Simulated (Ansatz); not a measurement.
SbPb, space group Fm-3m: an equation of state with a fit, run with the Ansatz DFT code, driven from Python.

`eos_sbpb.py`:
```python
"""Energy against volume for SbPb, with a fit."""

import ansatz as az
import numpy as np
from pymatgen.analysis.eos import EOS

vectors0 = np.array([
    [0.0, 3.16124331, 3.16124331],
    [3.16124331, 0.0, 3.16124331],
    [3.16124331, 3.16124331, 0.0],
])
sites = [
    ("Sb", (0.5, 0.5, 0.5)),
    ("Pb", (0.0, 0.0, 0.0)),
]


def build(cell):
    crystal = az.Crystal(lattice=az.Lattice.of(cell))
    for symbol, position in sites:
        crystal = crystal.atom(symbol, position)
    return crystal

# uniform scaling of the cell
volumes, energies = [], []
for scale in np.linspace(0.95, 1.07, 5):
    cell = vectors0 * scale ** (1 / 3)
    calc = (
        build(cell).calculation()
        .functional(az.Functional.R2SCAN, dispersion="d4")
        .pseudopotentials("paw")
        .basis(28 * az.Ry)
        .occupations("gaussian", width=50 * az.meV)
        .scf(tolerance=1e-06, max_iterations=60, algorithm="direct_min")
        .kpoints(6, 6, 6)
    )
    summary = calc.run().report
    volumes.append(abs(np.linalg.det(cell)) / len(sites))
    energies.append(summary["free_energy_ev"] / len(sites))
    print(f"V = {volumes[-1]:8.4f} A^3/atom  F = {energies[-1]:.5f} eV/atom")

for form in ["murnaghan", "vinet", "pourier_tarantola"]:
    fit = EOS(eos_name=form).fit(volumes, energies)
    print(f"{form:18s} V0 {fit.v0:8.4f} A^3/atom  B0 {fit.b0_GPa:7.1f} GPa  B1 {fit.b1:5.2f}")
```

Where does the minimum lie against the volume typed, and how stiff is the crystal?

A third-order Birch-Murnaghan fit through the 5 points (the script's own form differs a little) has its minimum at 31.04 Å³ an atom, 1.8 % below the typed cell, with a bulk modulus of 51 GPa and dB/dP = 5.2. From that minimum the energy rises by 5.8 meV an atom on the compressed side and 32.8 meV on the expanded side.

What the script printed:

```console
$ python eos_sbpb.py
DeckWarning: basis.ecutwfc = 380.959407443832 eV is below the records' recommended 500 eV, and the density's cutoff is lower with it unless basis.ecutrho_ratio is high enough to keep the records' density cutoff: compare with a run at a higher cutoff
V =  30.0122 A^3/atom  F = -9210.09833 eV/atom
V =  30.9599 A^3/atom  F = -9210.10406 eV/atom
V =  31.9077 A^3/atom  F = -9210.10044 eV/atom
V =  32.8554 A^3/atom  F = -9210.08905 eV/atom
V =  33.8032 A^3/atom  F = -9210.07126 eV/atom
murnaghan          V0  31.0362 A^3/atom  B0    50.9 GPa  B1  5.37
vinet              V0  31.0378 A^3/atom  B0    50.9 GPa  B1  5.15
pourier_tarantola  V0  31.0387 A^3/atom  B0    50.9 GPa  B1  5.01
```
(Warnings from the package without file and line.)

These settings explore the input space; cutoff and mesh may be short of convergence. The cutoff lies under the one recommended for these potentials. Under the recommended cutoff a pressure can be off by several GPa, even in sign. Dispersion corrections can be off by several per cent in the lattices of metals, and by several GPa in the pressure at a fixed cell. For a metal this k-point mesh is coarse: on a finer one energies can move by several to tens of meV an atom and pressures by half a GPa or more, differences at one mesh by less. Spin-orbit coupling, which matters for elements this heavy, is left out. The structure comes from a database of computed cells and needn't be a stable or known phase. Cost: of the order of 14 core-seconds.

(Lines on the test bed's own set-up are left out of the output.)
